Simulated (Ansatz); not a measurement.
# 64-atom supercell of rocksalt SnTe

Wanted: energy, pressure and frontier levels of the defect-free cell (PBEsol and r²SCAN).

All numbers are computed with Ansatz 0.2.0 (PAW, plane waves).

1 further run of the same task is left out (for a known fault of the program).

### 1 The starting cell

64 atoms (32 Te, 32 Sn); a = 12.569 Å, b = 12.569 Å, c = 12.569 Å, α = 90.00°, β = 90.00°, γ = 90.00°.

Plan of the steps: (2) PBEsol cell relaxation at the single k point (¼, ¼, ¼), on 1 × NVIDIA H100 80GB HBM3 with 11 threads of AMD EPYC 7R13; (3) r²SCAN single point at the Γ point alone, on 1 × NVIDIA H100 80GB HBM3 with 11 threads of AMD EPYC 7R13.

### 2 PBEsol relaxation of the cell and the positions

Input file in.yaml:

```yaml
crystal:
  lattice:
    - [12.568998, 0.000000, 0.000000]
    - [0.000000, 12.568998, 0.000000]
    - [0.000000, 0.000000, 12.568998]
  atoms:
    - { symbol: Te, position: [0.250000, 0.000000, 0.000000] }
    - { symbol: Te, position: [0.250000, 0.000000, 0.500000] }
    - { symbol: Te, position: [0.250000, 0.500000, 0.000000] }
    - { symbol: Te, position: [0.250000, 0.500000, 0.500000] }
    - { symbol: Te, position: [0.750000, 0.000000, 0.000000] }
    - { symbol: Te, position: [0.750000, 0.000000, 0.500000] }
    - { symbol: Te, position: [0.750000, 0.500000, 0.000000] }
    - { symbol: Te, position: [0.750000, 0.500000, 0.500000] }
    - { symbol: Te, position: [0.000000, 0.250000, 0.000000] }
    - { symbol: Te, position: [0.000000, 0.250000, 0.500000] }
    - { symbol: Te, position: [0.000000, 0.750000, 0.000000] }
    - { symbol: Te, position: [0.000000, 0.750000, 0.500000] }
    - { symbol: Te, position: [0.500000, 0.250000, 0.000000] }
    - { symbol: Te, position: [0.500000, 0.250000, 0.500000] }
    - { symbol: Te, position: [0.500000, 0.750000, 0.000000] }
    - { symbol: Te, position: [0.500000, 0.750000, 0.500000] }
    - { symbol: Te, position: [0.000000, 0.000000, 0.250000] }
    - { symbol: Te, position: [0.000000, 0.000000, 0.750000] }
    - { symbol: Te, position: [0.000000, 0.500000, 0.250000] }
    - { symbol: Te, position: [0.000000, 0.500000, 0.750000] }
    - { symbol: Te, position: [0.500000, 0.000000, 0.250000] }
    - { symbol: Te, position: [0.500000, 0.000000, 0.750000] }
    - { symbol: Te, position: [0.500000, 0.500000, 0.250000] }
    - { symbol: Te, position: [0.500000, 0.500000, 0.750000] }
    - { symbol: Te, position: [0.250000, 0.250000, 0.250000] }
    - { symbol: Te, position: [0.250000, 0.250000, 0.750000] }
    - { symbol: Te, position: [0.250000, 0.750000, 0.250000] }
    - { symbol: Te, position: [0.250000, 0.750000, 0.750000] }
    - { symbol: Te, position: [0.750000, 0.250000, 0.250000] }
    - { symbol: Te, position: [0.750000, 0.250000, 0.750000] }
    - { symbol: Te, position: [0.750000, 0.750000, 0.250000] }
    - { symbol: Te, position: [0.750000, 0.750000, 0.750000] }
    - { symbol: Sn, position: [0.000000, 0.000000, 0.000000] }
    - { symbol: Sn, position: [0.000000, 0.000000, 0.500000] }
    - { symbol: Sn, position: [0.000000, 0.500000, 0.000000] }
    - { symbol: Sn, position: [0.000000, 0.500000, 0.500000] }
    - { symbol: Sn, position: [0.500000, 0.000000, 0.000000] }
    - { symbol: Sn, position: [0.500000, 0.000000, 0.500000] }
    - { symbol: Sn, position: [0.500000, 0.500000, 0.000000] }
    - { symbol: Sn, position: [0.500000, 0.500000, 0.500000] }
    - { symbol: Sn, position: [0.250000, 0.250000, 0.000000] }
    - { symbol: Sn, position: [0.250000, 0.250000, 0.500000] }
    - { symbol: Sn, position: [0.250000, 0.750000, 0.000000] }
    - { symbol: Sn, position: [0.250000, 0.750000, 0.500000] }
    - { symbol: Sn, position: [0.750000, 0.250000, 0.000000] }
    - { symbol: Sn, position: [0.750000, 0.250000, 0.500000] }
    - { symbol: Sn, position: [0.750000, 0.750000, 0.000000] }
    - { symbol: Sn, position: [0.750000, 0.750000, 0.500000] }
    - { symbol: Sn, position: [0.250000, 0.000000, 0.250000] }
    - { symbol: Sn, position: [0.250000, 0.000000, 0.750000] }
    - { symbol: Sn, position: [0.250000, 0.500000, 0.250000] }
    - { symbol: Sn, position: [0.250000, 0.500000, 0.750000] }
    - { symbol: Sn, position: [0.750000, 0.000000, 0.250000] }
    - { symbol: Sn, position: [0.750000, 0.000000, 0.750000] }
    - { symbol: Sn, position: [0.750000, 0.500000, 0.250000] }
    - { symbol: Sn, position: [0.750000, 0.500000, 0.750000] }
    - { symbol: Sn, position: [0.000000, 0.250000, 0.250000] }
    - { symbol: Sn, position: [0.000000, 0.250000, 0.750000] }
    - { symbol: Sn, position: [0.000000, 0.750000, 0.250000] }
    - { symbol: Sn, position: [0.000000, 0.750000, 0.750000] }
    - { symbol: Sn, position: [0.500000, 0.250000, 0.250000] }
    - { symbol: Sn, position: [0.500000, 0.250000, 0.750000] }
    - { symbol: Sn, position: [0.500000, 0.750000, 0.250000] }
    - { symbol: Sn, position: [0.500000, 0.750000, 0.750000] }
  symmetry: { detect: false }
kpoints:
  mp_grid: { grid: [1, 1, 1], shift: [0.25, 0.25, 0.25] }
hamiltonian:
  xc: pbesol
scf:
  occupations: { method: fermi_dirac, width: 0.01 }
relax:
  f_tol: 0.03
  max_steps: 80
  escape_saddle: false
  adjacent_minimum: "off"
  cell: { fix: [shape] }
output:
  forces: true
  eigenvalues: true
  populations: true
```

Command:

```sh
$ ansatz run in.yaml --threads 11 --pin off --max-ram 112100MiB --runs-dir r --events-out ev --progress --plain --backend cuda --devices 0, --max-vram 75GiB
```

The runs that follow: r²SCAN on the final geometry.

What does the calculation give? Wanted: for each run, top filled to lowest empty; energy; pressure.

As calculated:

```
             level         time  top filled to lowest empty (eV)  energy (eV/atom)  pressure (GPa)
PBEsol, relaxation  7.3 s (GPU)                             0.79        -6425.9237            0.00
            r²SCAN    6 s (GPU)                             none        -6516.6401               -
```

| quantity | value |
| --- | --- |
| relaxation | 4 recorded steps, 0.02 eV gained |
| largest shift | 0.00 Å |
| relaxed cell | a = 12.599 Å, b = 12.599 Å, c = 12.599 Å, α = 90.00°, β = 90.00°, γ = 90.00° |

**Reading.** Relaxation gains 0.02 eV and leaves the fractional positions as they were, while the volume changes by +0.7 %. Spin–orbit coupling is left out, which matters for the band edges of the heavier elements here. With one k point the spacing samples only the states that fold onto it, so it can exceed the gap over the zone.
